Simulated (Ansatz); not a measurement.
# C₂H₃F₂Si radical: how energies converge with the basis set

Aim: see how fast density functionals converge with the basis set for C₂H₃F₂Si radical.

The runs use Ansatz 0.2.0, Gaussian basis; one geometry, several basis sets.

Levels to be run: PBE0-D4/def2-SVP; ωB97M-V/def2-SVP; PBE0-D4/def2-QZVPP; ωB97M-V/def2-QZVPP; the functionals' def2-TZVPP values are taken from earlier runs.

### 1 The relaxed structure

The geometry comes from an earlier relaxation with PBE0-D4 in a triple-zeta def2 set; it is a stationary point, not always the lowest conformer.

SMILES `C=C[Si](F)F`, 8 atoms, charge 0, spin multiplicity 2.

Atoms are counted from 1 here; the program's logs count them from 0.

Bond lengths: C1–C2 1.332 Å, C1–H6 1.086 Å, C1–H7 1.086 Å, C2–Si3 1.847 Å, C2–H8 1.088 Å, Si3–F4 1.596 Å, Si3–F5 1.596 Å. Angles: C2–C1–H6 121.8°, C2–C1–H7 121.8°, H6–C1–H7 116.4°, C1–C2–Si3 121.8°, C1–C2–H8 119.7°, Si3–C2–H8 118.4°, C2–Si3–F4 108.5°, C2–Si3–F5 110.1°, F4–Si3–F5 107.1°.

### 2 PBE0-D4 in def2-SVP

File in.yaml:

```yaml
crystal:
  periodic: [false, false, false]
  atoms:
    - {symbol: C, position_ang: [-1.125854, -0.644557, 0.132289]}
    - {symbol: C, position_ang: [-0.017634, -0.379386, -0.556697]}
    - {symbol: Si, position_ang: [1.439268, 0.446403, 0.222648]}
    - {symbol: F, position_ang: [0.971235, 1.111340, 1.596493]}
    - {symbol: F, position_ang: [1.967400, 1.625242, -0.714320]}
    - {symbol: H, position_ang: [-1.240044, -0.345155, 1.169551]}
    - {symbol: H, position_ang: [-1.968818, -1.162910, -0.315654]}
    - {symbol: H, position_ang: [0.066547, -0.708178, -1.590010]}
basis:
  gaussian: {orbitals: def2-SVP}
magnetization: {spin_polarized: true, initial_magnetization: 1}
hamiltonian: {xc: pbe0, dispersion: d4}
output: {orbitals: {seedname: orbitals}}
```

The run is started by

```console
$ ansatz run in.yaml --threads 4 --pin off --events-out ev --progress --plain --max-ram 10444MiB
```

After this run come: ωB97M-V in def2-SVP; PBE0-D4 in def2-QZVPP; ωB97M-V in def2-QZVPP.

Q: Predict the results of all the runs planned. Wanted: PBE0-D4: double and triple zeta above quadruple; ωB97M-V: double and triple zeta above quadruple.

As calculated:

```
                                       quantity           value
PBE0-D4: double and triple zeta above quadruple  13.03, 0.71 eV
ωB97M-V: double and triple zeta above quadruple  13.22, 0.67 eV
```

**Reading.** For PBE0-D4 the step from double to triple zeta gains 12.32 eV and the next only 0.71 eV. Total energies overstate the basis error of differences, where much of it tends to cancel.
